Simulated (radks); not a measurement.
**Ionisation energy and size from Li to Ne**

An exercise on one series of results from a longer session: the logs are not shown, and one member is left open.

Program: radks (a radial shooting solver on a logarithmic mesh, Libxc functionals) version 1. Level of theory: scalar-relativistic Kohn-Sham, PBE, spin-polarised, spherical densities, point nucleus; open shells are filled with parallel spins first. These are calculated values, not measurements, unless marked.

## The system

| Property | Result |
| --- | --- |
| species | Li, Be, B, C, N, O, F, Ne |
| runs | 16, each species and its next ion |

Set-up of the first run:

Settings of this run:

```text
Z 3
configuration [He] 2s1
relativity scalar-relativistic
functional pbe,pbe
spin polarised
nucleus point
c 137.035999084
```

Among the steps run: Li, [He] 2s1; Li⁺, [He]; Be, [He] 2s2; Be⁺, [He] 2s1; B, [He] 2s2 2p1; B⁺, [He] 2s2; C, [He] 2s2 2p2; C⁺, [He] 2s2 2p1; N, [He] 2s2 2p3; N⁺, [He] 2s2 2p2; O, [He] 2s2 2p4; O⁺, [He] 2s2 2p3; F, [He] 2s2 2p5; F⁺, [He] 2s2 2p4; Ne, [Ne]; Ne⁺, [He] 2s2 2p5.

One of the session's tables, all rows but one given; the rest of the session is left out.

| species | Δ-SCF (eV) | −ε(HOMO) (eV) | its <r> (bohr) |
| --- | --- | --- | --- |
| Li | ? | ? | ? |
| Be | 8.998 | 5.610 | 2.60 |
| B | 8.486 | 4.019 | 2.25 |
| C | 11.672 | 6.095 | 1.75 |
| N | 14.904 | 8.299 | 1.43 |
| O | 13.671 | 7.186 | 1.33 |
| F | 17.834 | 10.225 | 1.13 |
| Ne | 21.969 | 13.334 | 0.982 |

Q: Estimate the row for Li from the others.

**Answer.** Δ-SCF (eV): 5.591; −ε(HOMO) (eV): 3.228; its <r> (bohr): 3.79. In the column «Δ-SCF (eV)» it is the lowest.

**Reading.** Reference values: NIST Atomic Spectra Database (exp. measured, semi-emp. semi-empirical, theory a theoretical value adopted there). By these runs, which need not match the measured order, Ne holds its electron most tightly (21.969 eV) and Li least (5.591 eV); the widest outer orbital is the 2s of Li. The Δ-SCF values miss the measured or semi-empirical entries by +1.7 % in the signed mean; the largest miss is +3.7 % (Li). Open shells are spherical and high-spin; term and fine-structure splittings are not resolved.

**Measured values.**

NIST Atomic Spectra Database reports: ionisation energy of Li 5.39171 eV; ionisation energy of Be 9.3227 eV; ionisation energy of B 8.29802 eV; ionisation energy of C 11.2603 eV; ionisation energy of N 14.5341 eV; ionisation energy of O 13.6181 eV; ionisation energy of F 17.4228 eV; ionisation energy of Ne 21.5645 eV.
